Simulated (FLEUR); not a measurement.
# Sn2Pt (Fm-3m) in FLEUR: further runs

One crystal, Sn2Pt, is run at these levels: PBEsol; tasks: equation of state.

Everything below comes from runs of FLEUR MaX-R8.1 (later development tree). Logs are shortened: lines on timing, memory, paths and dates and some standing lists are left out, and cuts for length are marked.

## Step 1: The structure

The structure is cubic, space group Fm-3m (No. 225). The conventional cell has a = 6.425 Å, b = 6.425 Å, c = 6.425 Å, α = 90.00°, β = 90.00°, γ = 90.00°. Pt (site symmetry m-3m) has 8 Sn at 2.78 Å as nearest neighbours. Sn (site symmetry -43m) has 4 Pt at 2.78 Å as nearest neighbours.

## Step 2: Equation of state, PBEsol, 20.78 Å³/atom (volume scaled by 0.94)

inp.xml reads:

```xml
<?xml version="1.0" encoding="UTF-8" standalone="no"?>
<fleurInput fleurInputVersion="0.39">
   <comment>
      Sn2Pt                                                                                               
   </comment>
   <calculationSetup>
      <cutoffs Kmax="4.62" Gmax="14.3" GmaxXC="14.3" numbands="0"/>
      <scfLoop itmax="60" minDistance="0.00001" maxIterBroyd="15" imix="Anderson" alpha="0.05" precondParam="0.0" spinf="2.0" sdNocoIR="T"/>
      <coreElectrons ctail="T" frcor="F" kcrel="0" coretail_lmax="0"/>
      <xcFunctional name="PBEs" relativisticCorrections="F"/>
      <magnetism jspins="1"/>
      <soc l_soc="F" theta="0.0" phi="0.0" spav="F"/>
      <expertModes spex="0" secvar="F"/>
      <geometryOptimization l_f="F" forcealpha="1.0" forcemix="BFGS" epsdisp="0.0005" epsforce="0.0002"/>
      <ldaU l_linMix="F" mixParam="0.05" spinf="1.0"/>
   </calculationSetup>
   <cell>
      <bzIntegration valenceElectrons="62.0" mode="hist" fermiSmearingEnergy="0.00183747">
         <kPointListSelection listName="default-1"/>
         <!-- k-points included here -->
         <xi:include xmlns:xi="http://www.w3.org/2001/XInclude" href="kpts.xml"> </xi:include>
      </bzIntegration>
      <!-- symmetry operations included here -->
      <xi:include xmlns:xi="http://www.w3.org/2001/XInclude" href="sym.xml"> </xi:include>
      <bulkLattice scale="0.9795861087">
         <bravaisMatrix>
            <row-1>    0.0000000000000000     6.0707451752774997     6.0707451752774997</row-1>
            <row-2>    6.0707451752774997     0.0000000000000000     6.0707451752774997</row-2>
            <row-3>    6.0707451752774997     6.0707451752774997     0.0000000000000000</row-3>
         </bravaisMatrix>
      </bulkLattice>
   </cell>
   <atomSpecies>
[... 16 lines left out ...]
      </species>
      <species name="Tin (Sn)" element="Sn" atomicNumber="50">
         <mtSphere radius="2.12" gridPoints="725" logIncrement="0.018"/>
         <atomicCutoffs lmax="9" lnonsphr="9"/>
         <electronConfig flipSpins="F">
            <coreConfig>(1s1/2) (2s1/2) (2p1/2) (2p3/2) (3s1/2) (3p1/2) (3p3/2) (3d3/2) (3d5/2)</coreConfig>
            <valenceConfig>(4s1/2) (4p1/2) (4p3/2) (5s1/2) (4d3/2) (4d5/2) (5p1/2) (5p3/2)</valenceConfig>
            <stateOccupation state="(5p1/2)" spinUp="0.333333" spinDown="0.333333"/>
            <stateOccupation state="(5p3/2)" spinUp="0.666667" spinDown="0.666667"/>
         </electronConfig>
         <energyParameters s="5" p="5" d="4" f="4"/>
         <lo type="SCLO" l="0" n="4" eDeriv="0"/>
         <lo type="SCLO" l="1" n="4" eDeriv="0"/>
         <lo type="SCLO" l="1" n="4" eDeriv="1"/>
         <lo type="SCLO" l="2" n="4" eDeriv="2"/>
         <lo type="SCLO" l="3" n="4" eDeriv="2"/>
      </species>
   </atomSpecies>
   <atomGroups>
      <atomGroup species="Platinum (Pt)">
         <relPos label="                   1">.0000000000 .0000000000 .0000000000</relPos>
         <force calculate="T" relaxXYZ="TTT"/>
      </atomGroup>
      <atomGroup species="Tin (Sn)">
         <relPos label="                   2">-1.000/4.000 -1.000/4.000 -1.000/4.000</relPos>
         <relPos label="                   3">1.000/4.000 1.000/4.000 1.000/4.000</relPos>
         <force calculate="T" relaxXYZ="TTT"/>
      </atomGroup>
   </atomGroups>
   <output dos="F" band="F" slice="F">
      <checks vchk="F" cdinf="F"/>
      <bandDOS minEnergy="-.5*Htr" maxEnergy="0.5*Htr" sigma="0.015" storeEVData="T"/>
      <vacuumDOS vacdos="F" integ="F" star="F" nstars="0" locx1="0.0" locy1="0.0" locx2="0.0" locy2="0.0" nstm="0" tworkf="0.0"/>
      <unfoldingBand unfoldBand="F" supercellX="1" supercellY="1" supercellZ="1"/>
      <plotting iplot="0" polar="F">
         <plot TwoD="T" vec1="  1.0  0.0  0.0" vec2="  0.0  1.0  0.0" vec3="  0.0  0.0  1.0" zero="  0.0  0.0  0.0" file="plot"/>
      </plotting>
      <chargeDensitySlicing numkpt="0" minEigenval="0.0" maxEigenval="0.0" nnne="0" pallst="F"/>
      <specialOutput eonly="F"/>
      <moessbauerParams electricFieldGradient="T" isomerShift="T" coreHyperfine="T" valenceHyperfine="T"/>
      <magneticCircularDichroism mcd="F" energyLo="-10.0" energyUp="0.0"/>
   </output>
  <!-- We include the file relax.xml here to enable relaxations (see documentation) -->
  <xi:include xmlns:xi="http://www.w3.org/2001/XInclude" href="relax.xml"> <xi:fallback/> </xi:include>
</fleurInput>
```

Potentials or basis: all-electron, FLAPW.

Started as:

```console
inpgen -f crystal.txt -profile fastHighL
# inp.xml edited to the form shown
fleur_MPI
```

What it wrote:

```text
Welcome to FLEUR        (www.flapw.de)
      MaX-Release 8.1          (www.max-centre.eu)

 ========== k-point set info ==========
 Selected k-point list: default-1
 k-point list type: mesh
 7 x 7 x 7
 Number of k points: 20

 ------------Calculation Setup---------------------------
 Number of MPI-tasks      :            1
 Number of PE/node        :            1
 Number of OMP-threads    :            1
 Most efficient MPI parallelization for:
           1           2           4           5          10          20
 Additional eigenvalue parallelization possible
 Number of basis functions:          830
 Approximate size of matrices (H+S) per k-point:         0.010 GB
 --------------------------------------------------------
 Iteration:     1   Distance:      10.98589312 me/bohr^3
 Iteration:     2   Distance:       9.65573283 me/bohr^3
 Iteration:     3   Distance:       4.92228349 me/bohr^3
 Iteration:     4   Distance:       2.10432731 me/bohr^3
 Iteration:     5   Distance:       1.58511305 me/bohr^3
 Iteration:     6   Distance:       0.39811346 me/bohr^3
 Iteration:     7   Distance:       0.34981795 me/bohr^3
 Iteration:     8   Distance:       0.05278853 me/bohr^3
 Iteration:     9   Distance:       0.01417765 me/bohr^3
 Iteration:    10   Distance:       0.02108188 me/bohr^3
 Iteration:    11   Distance:       0.00220838 me/bohr^3
 Iteration:    12   Distance:       0.00435662 me/bohr^3
 Iteration:    13   Distance:       0.00020804 me/bohr^3
 Iteration:    14   Distance:       0.00008875 me/bohr^3
 Iteration:    15   Distance:       0.00005529 me/bohr^3
 Iteration:    16   Distance:       0.00004495 me/bohr^3
 Iteration:    17   Distance:       0.00002195 me/bohr^3
 Iteration:    18   Distance:       0.00001005 me/bohr^3
 Iteration:    19   Distance:       0.00000193 me/bohr^3

 ********************************************************************
 Run finished successfully
 Stop message:
   all done
 ********************************************************************
```

Run time: 97 s. Hardware: 1 thread of Arm Neoverse V2, shared host; peak memory 0.08 GiB.

Results:

- Free energy: -837956.4698 eV
- Band gap on the k mesh: none (metal or under the smearing width)
- Valence electrons inside the program's atomic spheres: Pt 17.10; Sn 18.91 (radii Pt 2.6, Sn 2.12 bohr)

## Step 3: Equation of state, PBEsol, 21.22 Å³/atom (volume scaled by 0.96)

Changes to inp.xml since step 2:

```diff
@@ -24,3 +24,3 @@
       <xi:include xmlns:xi="http://www.w3.org/2001/XInclude" href="sym.xml"> </xi:include>
-      <bulkLattice scale="0.9795861087">
+      <bulkLattice scale="0.9864848297">
          <bravaisMatrix>
```

Potentials or basis: all-electron, FLAPW.

Started as:

```console
inpgen -f crystal.txt -profile fastHighL
# inp.xml edited to the form shown
fleur_MPI
```

Run time: 95 s. Hardware: 1 thread of Arm Neoverse V2, shared host; peak memory 0.08 GiB.

The run converged. Its results:

```
Free energy                                           : -837956.5413 eV
Band gap on the k mesh                                : none (metal or under the smearing width)
Valence electrons inside the program's atomic spheres : Pt 17.06; Sn 18.90 (radii Pt 2.6, Sn 2.12 bohr)
```

## Step 4: Equation of state, PBEsol, 21.66 Å³/atom (volume scaled by 0.98)

Changes to inp.xml since step 3:

```diff
@@ -24,3 +24,3 @@
       <xi:include xmlns:xi="http://www.w3.org/2001/XInclude" href="sym.xml"> </xi:include>
-      <bulkLattice scale="0.9864848297">
+      <bulkLattice scale="0.9932883884">
          <bravaisMatrix>
```

Started as:

```console
inpgen -f crystal.txt -profile fastHighL
# inp.xml edited to the form shown
fleur_MPI
```

Run time: 1.7 min. Hardware: 1 thread of Arm Neoverse V2, shared host; peak memory 0.08 GiB.

It converged, with:

```
Free energy                                           : -837956.5874 eV
Band gap on the k mesh                                : none (metal or under the smearing width)
Valence electrons inside the program's atomic spheres : Pt 17.02; Sn 18.89 (radii Pt 2.6, Sn 2.12 bohr)
```

## Step 5: Equation of state, PBEsol, 22.10 Å³/atom

Changes to inp.xml since step 4:

```diff
@@ -24,3 +24,3 @@
       <xi:include xmlns:xi="http://www.w3.org/2001/XInclude" href="sym.xml"> </xi:include>
-      <bulkLattice scale="0.9932883884">
+      <bulkLattice scale="1.0000000000">
          <bravaisMatrix>
```

Started as:

```console
inpgen -f crystal.txt -profile fastHighL
# inp.xml edited to the form shown
fleur_MPI
```

Wall time 1.8 min (1 thread of Arm Neoverse V2, shared host); peak memory 0.08 GiB.

Results (log left out):

```yaml
Free_energy: -837956.6118 eV
Band_gap_on_the_k_mesh: none (metal or under the smearing width)
Valence_electrons_inside_the_program's_atomic_spheres: Pt 16.98; Sn 18.88 (radii Pt 2.6, Sn 2.12 bohr)
```

## Step 6: Equation of state, PBEsol, 22.54 Å³/atom (volume scaled by 1.02)

Changes to inp.xml since step 5:

```diff
@@ -24,3 +24,3 @@
       <xi:include xmlns:xi="http://www.w3.org/2001/XInclude" href="sym.xml"> </xi:include>
-      <bulkLattice scale="1.0000000000">
+      <bulkLattice scale="1.0066227096">
          <bravaisMatrix>
```

Potentials or basis: all-electron, FLAPW.

Started as:

```console
inpgen -f crystal.txt -profile fastHighL
# inp.xml edited to the form shown
fleur_MPI
```

Wall time 1.9 min (1 thread of Arm Neoverse V2, shared host); peak memory 0.08 GiB.

The run converged. Its results:

- Free energy: -837956.6167 eV
- Band gap on the k mesh: none (metal or under the smearing width)
- Valence electrons inside the program's atomic spheres: Pt 16.95; Sn 18.87 (radii Pt 2.6, Sn 2.12 bohr)

## Step 7: Equation of state, PBEsol, 22.99 Å³/atom (volume scaled by 1.04)

Changes to inp.xml since step 6:

```diff
@@ -24,3 +24,3 @@
       <xi:include xmlns:xi="http://www.w3.org/2001/XInclude" href="sym.xml"> </xi:include>
-      <bulkLattice scale="1.0066227096">
+      <bulkLattice scale="1.0131594038">
          <bravaisMatrix>
```

Started as:

```console
inpgen -f crystal.txt -profile fastHighL
# inp.xml edited to the form shown
fleur_MPI
```

It took 1.9 min on 1 thread of Arm Neoverse V2, shared host; peak memory 0.09 GiB.

It converged, with:

* Free energy: -837956.6039 eV
* Band gap on the k mesh: none (metal or under the smearing width)
* Valence electrons inside the program's atomic spheres: Pt 16.92; Sn 18.86 (radii Pt 2.6, Sn 2.12 bohr)

## Step 8: Equation of state, PBEsol, 23.43 Å³/atom (volume scaled by 1.06)

Changes to inp.xml since step 7:

```diff
@@ -24,3 +24,3 @@
       <xi:include xmlns:xi="http://www.w3.org/2001/XInclude" href="sym.xml"> </xi:include>
-      <bulkLattice scale="1.0131594038">
+      <bulkLattice scale="1.0196128224">
          <bravaisMatrix>
```

Started as:

```console
inpgen -f crystal.txt -profile fastHighL
# inp.xml edited to the form shown
fleur_MPI
```

It took 2 min on 1 thread of Arm Neoverse V2, shared host; peak memory 0.09 GiB.

The run converged. Its results:

- Free energy: -837956.5756 eV
- Band gap on the k mesh: none (metal or under the smearing width)
- Valence electrons inside the program's atomic spheres: Pt 16.88; Sn 18.86 (radii Pt 2.6, Sn 2.12 bohr)

## Step 9: Equation of state, PBEsol

Potentials or basis: all-electron, FLAPW.

No new run: the results of the series are fitted here.

What came out:

```yaml
Equilibrium_volume: 22.44 Å³/atom
Bulk_modulus: 110 GPa
Pressure_derivative_of_the_bulk_modulus: "5.0 (rough: it moves with the points fitted)"
```

Energy against volume, from the lowest point:
```tsv
volume (Å³/atom)	energy (meV/atom)
20.776	48.98
21.218	25.12
21.660	9.78
22.102	1.65
22.544	0.00
22.986	4.28
23.428	13.70
```

The run has no spin-orbit coupling, so splittings on Pt are missing. Zero-point motion and thermal expansion aren't in these numbers.
